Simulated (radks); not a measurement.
# Ca⁴⁺ in [Ne] 3s2 3p2 4s2: an all-electron calculation

Wanted: eigenvalues, radial structure and energy terms of the calcium ion Ca4+.

Method: non-relativistic Kohn-Sham, BLYP, spin-polarised, spherical densities, point nucleus; open shells are filled with parallel spins first. Code: radks (a radial shooting solver on a logarithmic mesh, Libxc functionals) version 1.

### Step 1. Starting point

```
element       : calcium (Z = 20)
charge        : +4
electrons     : 16
configuration : [Ne] 3s2 3p2 4s2
```

Outer shells as boxes (Hund's rule):

Ca⁴⁺
```
[Ne] core
3s [↑↓]
3p [↑ ][↑ ][  ]
4s [↑↓]
```

### Step 2. The calculation

Settings of this run:

```text
Z 20
configuration [Ne] 3s2 3p2 4s2
relativity non-relativistic
functional b88,lyp
spin polarised
nucleus point
```

Command:

```bash
python run_ks.py task.json out
```

This one command runs every case of the session in turn.

Q: Predict the outcome of this run.

**Answer**, as computed:

| quantity | value |
| --- | --- |
| total energy | -669.15147 hartree |
| exchange-correlation share of it | 5.04 % |
| −T/E | 0.9992 |
| highest occupied level | 4s down, -39.881 eV |
| most extended occupied level | 4s down, <r> = 2.43 bohr |
| radius at density 0.001 e/bohr³ | 3.85 bohr |
| maxima of the radial density | 3 |

**Reading.** The radial density shows 3 maxima for 4 occupied principal shells; where shells overlap, one shows as a shoulder or not at all. −T/E = 0.9992, near the virial value of 1. This is not the tabulated ground configuration, so its levels and sizes aren't those of the ground state, and no measured value stands beside it.
